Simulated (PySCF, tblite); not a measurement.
# C4H5Cl3Si: geometry, infrared bands and NMR shifts

Wanted: the infrared bands and NMR shifts of C4H5Cl3Si (`ClC(Cl)C1=C[SiH2][C@H]1Cl`), by calculation.

The runs use tblite 0.8.0 and PySCF 2.14.0, with density-fitted response routines of our own; the level of theory stands in each step. All values are computed, except where a source is named. Atoms count from 0, in the outputs and in this text.

## Step 1: The starting structure

13 atoms, charge 0, multiplicity 1; geometry from: force field or distance geometry start.

Bonds of the start (Å): Cl0–C1 1.78, C1–Cl2 1.78, C1–C3 1.53, C3–C4 1.30, C4–Si5 1.81, Si5–C6 1.81, C6–Cl7 1.82, C6–C3 1.46, C1–H8 1.10, C4–H9 1.12, Si5–H10 1.47, Si5–H11 1.46, C6–H12 1.13.

## Step 2: Relaxing the molecule with GFN2-xTB

The job: settings as JSON, then the geometry in Å.

```
{"job": {"kind": "relax", "xc": "GFN2-xTB", "basis": "xTB"}, "charge": 0, "multiplicity": 1}
Cl     2.112000    -2.225200     0.165900
C      1.853000    -0.515300    -0.250500
Cl     2.743300     0.532800     0.880000
C      0.362000    -0.237800    -0.090600
C     -0.666100    -0.952400     0.268300
Si    -1.956500     0.303200     0.128400
C     -0.346600     1.018400    -0.306200
Cl     0.215000     2.351800     0.795600
H      2.121500    -0.372400    -1.302900
H     -0.744800    -2.030000     0.559000
H     -2.508000     0.673400     1.437900
H     -2.945000     0.095400    -0.926000
H     -0.244200     1.358600    -1.376500
```

Launch:

```
> OMP_NUM_THREADS=1 python probes_run.py task.json out
```

The driver reads the jobs from task.json and runs them one after another.

**Question.** This job is followed by: GFN2-xTB harmonic vibrations, gas phase; GIAO PBE0/pcSseg-1 NMR shielding, non-relativistic, gas phase. What will the session give for the following? strongest single infrared mode (GFN2-xTB); zero-point energy (GFN2-xTB); 13C shifts against TMS (PBE0/pcSseg-1); 1H shifts against TMS (PBE0/pcSseg-1); 35Cl shifts against HCl (PBE0/pcSseg-1); 29Si shifts against TMS (PBE0/pcSseg-1).

As calculated:

| quantity | value |
| --- | --- |
| strongest single infrared mode (GFN2-xTB) | 2308 cm⁻¹, 278 km/mol |
| zero-point energy (GFN2-xTB) | 46.0 kcal/mol |
| 13C shifts against TMS (PBE0/pcSseg-1) | 170.4, 144.0, 79.8, 50.2 ppm |
| 1H shifts against TMS (PBE0/pcSseg-1) | 6.85, 6.49, 5.06, 4.75, 4.53 ppm |
| 35Cl shifts against HCl (PBE0/pcSseg-1) | 303, 239, 117 ppm |
| 29Si shifts against TMS (PBE0/pcSseg-1) | -35.9 ppm |

Relaxing lowered the energy by 0.789 eV in 124 steps; the close pair that moved most is Si5–C6, from 1.814 to 1.949 Å. No mode is imaginary among the 33: a minimum at this level. The strongest single mode, at 2308 cm⁻¹, moves mainly H11. Unscaled tight-binding wavenumbers are off by several per cent, some by more. Its intensities can rank the bands wrongly. C1 stands next to heavy halogen, whose spin-orbit shielding this run leaves out, so the computed shift lies too far downfield, most of all for carbon beside Br or I. The most deshielded hydrogen is H9 (hydrogen on an alkene CH), at 6.85 ppm: olefinic region.
